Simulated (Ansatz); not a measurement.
# YSi24C23: the cost of one run

Computed with Ansatz 0.2.0 (DFT, PBE, plane-wave PAW, default files, scalar-relativistic, unless a step's input says otherwise).

## 1. Starting point

It takes space group P1 (No. 1, triclinic). Conventional cell: a = 6.152 Å, b = 8.138 Å, c = 10.096 Å, α = 90.00°, β = 90.00°, γ = 100.89°. Si (site symmetry 1) has 3 C at 1.87 Å and 1 Y at 1.94 Å as nearest neighbours. Around Si (site symmetry 1) lie 4 C at 1.87 to 1.94 Å. Only part of the 48 independent sites is listed.

Coordinates:

```cif
data_structure
_symmetry_space_group_name_H-M 'P 1'
_symmetry_Int_Tables_number 1
_cell_length_a 6.1520
_cell_length_b 9.2280
_cell_length_c 10.0960
_cell_angle_alpha 90.000
_cell_angle_beta 90.000
_cell_angle_gamma 120.000
_cell_volume 496.37
loop_
_atom_site_label
_atom_site_type_symbol
_atom_site_fract_x
_atom_site_fract_y
_atom_site_fract_z
_atom_site_occupancy
Si1 Si 0.16667 0.22222 0.00000 1
Si2 Si 0.16667 0.22222 0.50000 1
Si3 Si 0.16667 0.55556 0.00000 1
Si4 Si 0.16667 0.55556 0.50000 1
Si5 Si 0.16667 0.88889 0.00000 1
Si6 Si 0.16667 0.88889 0.50000 1
Si7 Si 0.66667 0.22222 0.00000 1
Si8 Si 0.66667 0.22222 0.50000 1
Si9 Si 0.66667 0.55556 0.00000 1
Si10 Si 0.66667 0.55556 0.50000 1
Si11 Si 0.66667 0.88889 0.00000 1
Si12 Si 0.66667 0.88889 0.50000 1
Si13 Si 0.33333 0.11111 0.25000 1
Si14 Si 0.33333 0.11111 0.75000 1
Si15 Si 0.33333 0.44444 0.25000 1
Si16 Si 0.33333 0.44444 0.75000 1
Si17 Si 0.33333 0.77778 0.25000 1
Si18 Si 0.33333 0.77778 0.75000 1
Si19 Si 0.83333 0.11111 0.25000 1
Si20 Si 0.83333 0.11111 0.75000 1
Si21 Si 0.83333 0.44444 0.25000 1
Si22 Si 0.83333 0.44444 0.75000 1
Si23 Si 0.83333 0.77778 0.25000 1
Si24 Si 0.83333 0.77778 0.75000 1
Y1 Y 0.16667 0.22222 0.19250 1
C1 C 0.16667 0.22222 0.69250 1
C2 C 0.16667 0.55556 0.19250 1
C3 C 0.16667 0.55556 0.69250 1
C4 C 0.16667 0.88889 0.19250 1
C5 C 0.16667 0.88889 0.69250 1
C6 C 0.66667 0.22222 0.19250 1
C7 C 0.66667 0.22222 0.69250 1
C8 C 0.66667 0.55556 0.19250 1
C9 C 0.66667 0.55556 0.69250 1
C10 C 0.66667 0.88889 0.19250 1
C11 C 0.66667 0.88889 0.69250 1
C12 C 0.33333 0.11111 0.44250 1
C13 C 0.33333 0.11111 0.94250 1
C14 C 0.33333 0.44444 0.44250 1
C15 C 0.33333 0.44444 0.94250 1
C16 C 0.33333 0.77778 0.44250 1
C17 C 0.33333 0.77778 0.94250 1
C18 C 0.83333 0.11111 0.44250 1
C19 C 0.83333 0.11111 0.94250 1
C20 C 0.83333 0.44444 0.44250 1
C21 C 0.83333 0.44444 0.94250 1
C22 C 0.83333 0.77778 0.44250 1
C23 C 0.83333 0.77778 0.94250 1
```

Atom 25 of the input is the impurity.

## 2. First run, atoms as given

input.yaml

```yaml
crystal:
  lattice:
    - [6.152, 0.0, 0.0]
    - [-4.614, 7.991682426, 0.0]
    - [0.0, 0.0, 10.096]
  atoms:
    - { symbol: Si, position: [0.1666666666, 0.2222222222, 0.0] }
    - { symbol: Si, position: [0.1666666666, 0.2222222222, 0.5] }
    - { symbol: Si, position: [0.1666666666, 0.5555555556, 0.0] }
    - { symbol: Si, position: [0.1666666666, 0.5555555556, 0.5] }
    - { symbol: Si, position: [0.1666666666, 0.8888888889, 0.0] }
    - { symbol: Si, position: [0.1666666666, 0.8888888889, 0.5] }
    - { symbol: Si, position: [0.6666666666, 0.2222222222, 0.0] }
    - { symbol: Si, position: [0.6666666666, 0.2222222222, 0.5] }
    - { symbol: Si, position: [0.6666666666, 0.5555555556, 0.0] }
    - { symbol: Si, position: [0.6666666666, 0.5555555556, 0.5] }
    - { symbol: Si, position: [0.6666666666, 0.8888888889, 0.0] }
    - { symbol: Si, position: [0.6666666666, 0.8888888889, 0.5] }
    - { symbol: Si, position: [0.3333333334, 0.1111111111, 0.25] }
    - { symbol: Si, position: [0.3333333334, 0.1111111111, 0.75] }
    - { symbol: Si, position: [0.3333333334, 0.4444444444, 0.25] }
    - { symbol: Si, position: [0.3333333334, 0.4444444444, 0.75] }
    - { symbol: Si, position: [0.3333333334, 0.7777777778, 0.25] }
    - { symbol: Si, position: [0.3333333334, 0.7777777778, 0.75] }
    - { symbol: Si, position: [0.8333333334, 0.1111111111, 0.25] }
    - { symbol: Si, position: [0.8333333334, 0.1111111111, 0.75] }
    - { symbol: Si, position: [0.8333333334, 0.4444444444, 0.25] }
    - { symbol: Si, position: [0.8333333334, 0.4444444444, 0.75] }
    - { symbol: Si, position: [0.8333333334, 0.7777777778, 0.25] }
    - { symbol: Si, position: [0.8333333334, 0.7777777778, 0.75] }
    - { symbol: "Y", position: [0.1666666666, 0.2222222222, 0.1925] }
    - { symbol: C, position: [0.1666666666, 0.2222222222, 0.6925] }
    - { symbol: C, position: [0.1666666666, 0.5555555556, 0.1925] }
    - { symbol: C, position: [0.1666666666, 0.5555555556, 0.6925] }
    - { symbol: C, position: [0.1666666666, 0.8888888889, 0.1925] }
    - { symbol: C, position: [0.1666666666, 0.8888888889, 0.6925] }
    - { symbol: C, position: [0.6666666666, 0.2222222222, 0.1925] }
    - { symbol: C, position: [0.6666666666, 0.2222222222, 0.6925] }
    - { symbol: C, position: [0.6666666666, 0.5555555556, 0.1925] }
    - { symbol: C, position: [0.6666666666, 0.5555555556, 0.6925] }
    - { symbol: C, position: [0.6666666666, 0.8888888889, 0.1925] }
    - { symbol: C, position: [0.6666666666, 0.8888888889, 0.6925] }
    - { symbol: C, position: [0.3333333334, 0.1111111111, 0.4425] }
    - { symbol: C, position: [0.3333333334, 0.1111111111, 0.9425] }
    - { symbol: C, position: [0.3333333334, 0.4444444444, 0.4425] }
    - { symbol: C, position: [0.3333333334, 0.4444444444, 0.9425] }
    - { symbol: C, position: [0.3333333334, 0.7777777778, 0.4425] }
    - { symbol: C, position: [0.3333333334, 0.7777777778, 0.9425] }
    - { symbol: C, position: [0.8333333334, 0.1111111111, 0.4425] }
    - { symbol: C, position: [0.8333333334, 0.1111111111, 0.9425] }
    - { symbol: C, position: [0.8333333334, 0.4444444444, 0.4425] }
    - { symbol: C, position: [0.8333333334, 0.4444444444, 0.9425] }
    - { symbol: C, position: [0.8333333334, 0.7777777778, 0.4425] }
    - { symbol: C, position: [0.8333333334, 0.7777777778, 0.9425] }
total_charge: -1
kpoints:
  mp_grid: { grid: [4, 3, 2] }
scf:
  occupations: { method: fermi_dirac, width: 0.01 }
hamiltonian:
  xc: pbe
  pseudopotentials: { kind: paw }
output:
  forces: true
  stress: true
  populations: true
  efg: { contact_densities: true }
  write_density: true
  write_potential: true
  elf: true
  volumetric_format: npy
```

Command:

```console
> ansatz run input.yaml --threads 1 --pin off --max-ram 3072MiB --backend cpu --events-out ev --progress --plain --runs-dir out
```

What time and memory should one allow on 1 thread of Arm Neoverse V1, shared host?

About 3.6 min, with a peak of 1.3 GiB.
